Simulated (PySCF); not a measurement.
**[Er(NH3)6]3+: other functionals and bases at one geometry**

The task here is to estimate one member of a computed series from the others.

Computed with PySCF 2.14.0. Level: several levels, as the steps say, no spin–orbit coupling.

3 further runs of the same task are left out: 3 for a known fault of the program.

## Starting geometry

25 atoms, charge 3, spin multiplicity 1.

Bond lengths: Er1–N2 2.518 Å, Er1–N6 2.518 Å, Er1–N10 2.518 Å, Er1–N14 2.518 Å, Er1–N18 2.518 Å, Er1–N22 2.518 Å, N2–H3 1.036 Å, N2–H4 1.036 Å, N2–H5 1.036 Å, N6–H7 1.036 Å, N6–H8 1.036 Å, N6–H9 1.036 Å, N10–H11 1.036 Å, N10–H12 1.036 Å, N10–H13 1.036 Å, N14–H15 1.036 Å, N14–H16 1.036 Å, N14–H17 1.036 Å and more. Angles: N2–Er1–N6 180.0°, N2–Er1–N10 89.4°, N2–Er1–N14 88.8°, N2–Er1–N18 90.6°, N2–Er1–N22 91.2°, N6–Er1–N10 90.6°, N6–Er1–N14 91.2°, N6–Er1–N18 89.4°, N6–Er1–N22 88.8°, N10–Er1–N14 90.0°, N10–Er1–N18 180.0°, N10–Er1–N22 90.0°, N14–Er1–N18 90.0°, N14–Er1–N22 180.0°, N18–Er1–N22 90.0°, Er1–N2–H3 115.3°, Er1–N2–H4 115.5°, Er1–N2–H5 115.6° and more.

Geometry (Å):

```
Er    0.0000    0.0000    0.0000
N     0.0219    0.0283    2.5181
H     0.8358    0.5038    2.9486
H    -0.7843    0.5001    2.9665
H     0.0292   -0.9009    2.9768
N    -0.0219   -0.0283   -2.5181
H     0.7843   -0.5001   -2.9665
H    -0.8358   -0.5038   -2.9486
H    -0.0292    0.9009   -2.9768
N     2.5180   -0.0019    0.0050
H     2.9600   -0.4740    0.8148
H     2.9689   -0.4635   -0.8056
H     2.9621    0.9344    0.0124
N     0.0006    2.5176    0.0259
H     0.3963    2.9509    0.8800
H     0.5345    2.9765   -0.7346
H    -0.9328    2.9620   -0.0467
N    -2.5180    0.0019   -0.0050
H    -2.9689    0.4635    0.8056
H    -2.9600    0.4740   -0.8148
H    -2.9621   -0.9344   -0.0124
N    -0.0006   -2.5176   -0.0259
H    -0.5345   -2.9765    0.7346
H    -0.3963   -2.9509   -0.8800
H     0.9328   -2.9620    0.0467
```

Formal oxidation states: Er +3. Each metal's 11 4f electrons lie in its core potential, so multiplicities, spins and levels count the valence alone. An earlier session relaxed this geometry at TPSS, Er lcecp-1-SVP with ECP57, N def2-SVP, H def2-SVP (singlet, point group Ci).

At TPSS on the finer grid: E = -376.634310 Eh, HOMO -19.96 eV, LUMO -13.17 eV, Mulliken charge on Er1 +1.12 e, largest force component 0.007 eV/Å. 

Levels to run: CAM-B3LYP; HF; TPSSh; BLYP; TPSS, TZVP. Hardware: 4 threads of AMD EPYC 9R14 (Zen 4), shared host.

The first run:

The input, run.py (the lines that set the calculation):

```python
mol = gto.M(atom='''
Er     0.00000     0.00000     0.00000
N      0.02194     0.02827     2.51807
H      0.83585     0.50376     2.94855
H     -0.78434     0.50009     2.96646
H      0.02917    -0.90089     2.97681
N     -0.02194    -0.02827    -2.51807
H      0.78434    -0.50009    -2.96646
H     -0.83585    -0.50376    -2.94855
H     -0.02917     0.90089    -2.97681
N      2.51797    -0.00190     0.00504
H      2.96004    -0.47398     0.81481
H      2.96892    -0.46352    -0.80565
H      2.96205     0.93436     0.01238
N      0.00057     2.51764     0.02588
H      0.39629     2.95094     0.88004
H      0.53454     2.97647    -0.73464
H     -0.93282     2.96202    -0.04666
N     -2.51797     0.00190    -0.00504
H     -2.96892     0.46352     0.80565
H     -2.96004     0.47398    -0.81481
H     -2.96205    -0.93436    -0.01238
N     -0.00057    -2.51764    -0.02588
H     -0.53454    -2.97647     0.73464
H     -0.39629    -2.95094    -0.88004
H      0.93282    -2.96202     0.04666''',
    basis={'Er': 'lcecp-1-SVP', 'N': 'def2-SVP', 'H': 'def2-SVP'},
    ecp={'Er': 'lcecp-1-SVP'},
    charge=3, spin=0)
mf = dft.RKS(mol, xc='CAMB3LYP')
mf.grids.atom_grid = (75, 302)  # f atoms: unpruned, at least (60, 302)
mf = mf.density_fit()  # fitting sets: Er AutoAux, N def2-universal-JKFIT, H def2-universal-JKFIT
mf.conv_tol = 1e-08; mf.max_cycle = 55
mf.kernel(dm0)  # dm0: the density of the relaxed state
```

Launch:

```
OMP_NUM_THREADS=4 python run.py
```

Steps of the session up to this table: CAM-B3LYP; HF; TPSSh; BLYP; TPSS, TZVP.

One of the session's tables, all rows but one given; the rest of the session is left out.

```
              level  HOMO (eV)  gap (eV)  charge on Er1 (e)  largest force component (eV/Å)
TPSS (relaxed here)     -19.96      6.78               1.12                            0.01
          CAM-B3LYP     -22.84     11.62               1.13                            0.22
                 HF     -25.38     16.61               1.74                            1.29
              TPSSh          ?         ?                  ?                               ?
               BLYP     -19.67      6.37               0.95                            0.11
         TPSS, TZVP     -19.95      6.80               1.77                            0.43
```

**Question.** Estimate the row for TPSSh.

The run gave: HOMO (eV): -20.58; gap (eV): 7.79; charge on Er1 (e): 1.20; largest force component (eV/Å): 0.15. In the column «HOMO (eV)» it lies between CAM-B3LYP (-22.84) and TPSS (relaxed here) (-19.96).

In one basis the HOMO–LUMO gap runs from 6.37 eV (BLYP) to 16.61 eV (HF). The largest leftover force, 1.29 eV/Å with HF, stands at a geometry relaxed at another level. With 4f in the core, its levels are missing from HOMO and gap, and its count is fixed, so no charge can pass from the ligands into it. Total energies of different levels can't be compared.
